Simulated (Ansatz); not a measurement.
This script for the Ansatz DFT code, driven from Python starts 6 runs on MgPd, space group Pm-3m. What input does the engine get in each?

Script `kconv_mgpd.py`:
```python
"""k-point test for MgPd."""

import ansatz as az
from tabulate import tabulate

system = (
    az.Lattice.of((3.16, 0.0, 0.0), (0.0, 3.16, 0.0), (0.0, 0.0, 3.16))
    .atom("Mg", (0.0, 0.0, 0.0))
    .atom("Pd", (0.5, 0.5, 0.5))
)

base = (
    system.calculation()
    .functional("r2scan")
    .pseudopotentials("paw")
    .basis(23 * az.Ha)
    .occupations(az.OccupationsMethod.FERMI_DIRAC)
    .band_table()
)

rows = []
for value in [(2, 2, 2), (3, 3, 3), (4, 4, 4), (6, 6, 6), (7, 7, 7), (9, 9, 9)]:
    report = base.kpoints(*value).run(threads=1).report
    rows.append((value, report["free_energy_ev"] / len(report["lattice"]["sites"]), report["n_iterations"], report["gap_by_band_count_ev"], report["n_kpoints"]))

print(tabulate(rows, headers=["mesh", "F/atom (eV)", "iterations", "gap by band count (eV)", "k-points"], floatfmt=".4f", tablefmt="grid"))

# the last row is the reference
for row in rows[:-1]:
    shift = 1000 * (row[1] - rows[-1][1])
    print(f"{row[0]}: {shift:+.2f} meV/atom" + ("  (within 2 meV)" if abs(shift) < 2 else ""))
```

Run 1:
```yaml
crystal:
  lattice:
    - [3.16, 0.0, 0.0]
    - [0.0, 3.16, 0.0]
    - [0.0, 0.0, 3.16]
  atoms:
    - { symbol: Mg, position: [0.0, 0.0, 0.0] }
    - { symbol: Pd, position: [0.5, 0.5, 0.5] }
basis:
  ecutwfc: 625.861883657724
kpoints:
  mp_grid:
    grid: [2, 2, 2]
hamiltonian:
  xc: r2scan
  pseudopotentials:
    kind: paw
scf:
  occupations:
    method: fermi_dirac
output:
  eigenvalues: true
```

Run 2, against run 1:
```diff
-    grid: [2, 2, 2]
+    grid: [3, 3, 3]
```

Run 3, against run 1:
```diff
-    grid: [2, 2, 2]
+    grid: [4, 4, 4]
```

Run 4, against run 1:
```diff
-    grid: [2, 2, 2]
+    grid: [6, 6, 6]
```

Run 5, against run 1:
```diff
-    grid: [2, 2, 2]
+    grid: [7, 7, 7]
```

Run 6, against run 1:
```diff
-    grid: [2, 2, 2]
+    grid: [9, 9, 9]
```

```console
$ python kconv_mgpd.py
+-----------+---------------+--------------+--------------------------+------------+
| mesh      |   F/atom (eV) |   iterations |   gap by band count (eV) |   k-points |
+===========+===============+==============+==========================+============+
| (2, 2, 2) |    -4456.0304 |            8 |                  -3.9301 |          4 |
+-----------+---------------+--------------+--------------------------+------------+
| (3, 3, 3) |    -4457.0404 |            7 |                   2.5110 |          4 |
+-----------+---------------+--------------+--------------------------+------------+
| (4, 4, 4) |    -4456.7048 |            7 |                  -3.9248 |         10 |
+-----------+---------------+--------------+--------------------------+------------+
| (6, 6, 6) |    -4456.7868 |            7 |                  -3.8969 |         20 |
+-----------+---------------+--------------+--------------------------+------------+
| (7, 7, 7) |    -4456.8039 |            8 |                  -1.9021 |         20 |
+-----------+---------------+--------------+--------------------------+------------+
| (9, 9, 9) |    -4456.8010 |            7 |                  -2.5638 |         35 |
+-----------+---------------+--------------+--------------------------+------------+
(2, 2, 2): +770.60 meV/atom
(3, 3, 3): -239.40 meV/atom
(4, 4, 4): +96.19 meV/atom
(6, 6, 6): +14.18 meV/atom
(7, 7, 7): -2.89 meV/atom
```

Caveats:
- A gap by band count of zero or less means overlapping bands, a metal.
- The starting cell is as deposited in a crystallographic database; the results hold for this polymorph, which needn't be the stable one.
- Gaps and levels are Kohn-Sham values on a finite set of k-points, without spin-orbit coupling.
- Shifts are counted from the finest mesh, which is itself no proven limit.

(Lines on the test bed's own set-up are left out of the output.)
